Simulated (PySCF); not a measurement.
# A diatomic session: CsH+

The task here is to estimate one member of a computed series from the others.

The runs use PySCF 2.14.0; Cs def2-SVPD with ECP46, H def2-SVPD, scalar-relativistic core potentials.

The first run:

Settings of the job:

```
atoms                         : Cs, H
charge                        : 1
basis                         : Cs def2-SVPD with ECP46, H def2-SVPD
Hamiltonian                   : scalar-relativistic core potentials
basis functions               : 35
electrons treated             : 9
masses in u                   : 132.9054, 1.0078
levels                        : PBE0, PBE, r²SCAN, PW91, revPBE, B2PLYP, HF, MP2, SCS-MP2, CCSD, CCSD(T)
grid                          : 80 radial by 434 angular points
occupations                   : held fixed by the projection of orbital angular momentum
dissociation limit            : Cs+ + H, each in its ground configuration
starting distance in angstrom : 2.625
values of 2S to try           : 1, 3
```

Among the steps run: Set-up; PBE0 along the bond; PBE (GGA); r²SCAN (meta-GGA); PW91 (GGA); revPBE; B2PLYP (double hybrid); UHF; MP2 and coupled cluster.

One of the session's tables, all rows but one given; the rest of the session is left out.

Energy (eV) from each level's lowest point:

| R (Å) | UHF | UHF-MP2 | UHF-SCS-MP2 | UHF-CCSD | UHF-CCSD(T) |
| --- | --- | --- | --- | --- | --- |
| 3.151 | 0.032 | 0.017 | 0.018 | n/a | n/a |
| 3.298 | 0.016 | 0.006 | 0.006 | 0.005 | 0.004 |
| 3.444 | 0.007 | 0.001 | 0.001 | 0.000 | 0.000 |
| 3.554 | 0.003 | 0.000 | 0.000 | 0.000 | 0.000 |
| 3.664 | 0.001 | 0.000 | 0.000 | 0.001 | 0.001 |
| 3.774 | 0.000 | 0.002 | 0.001 | 0.003 | 0.003 |
| 3.921 | ? | ? | ? | ? | ? |
| 4.104 | 0.001 | 0.008 | 0.007 | 0.009 | 0.009 |
| 4.324 | 0.003 | 0.011 | 0.010 | 0.013 | 0.014 |
| 4.617 | 0.005 | 0.015 | 0.014 | n/a | n/a |

Q: Estimate the row for R (Å) = 3.921 from the others.

Worked estimate for «UHF». A straight line through the neighbours (3.774, 0.000) and (4.104, 0.001) gives 0.000 + (0.001 − 0.000) × (3.921 − 3.774) / (4.104 − 3.774) = 0.000; a parabola fitted to 4 rows on both sides gives 0.000.

**Answer.** UHF: 0.000; UHF-MP2: 0.004; UHF-SCS-MP2: 0.004; UHF-CCSD: 0.005; UHF-CCSD(T): 0.006. In «UHF» the line misses by 0.000 and the parabola by 0.000.

Caveats from the session: The bond is weak, and basis-set superposition, which was not computed, may be a sizeable part of it.
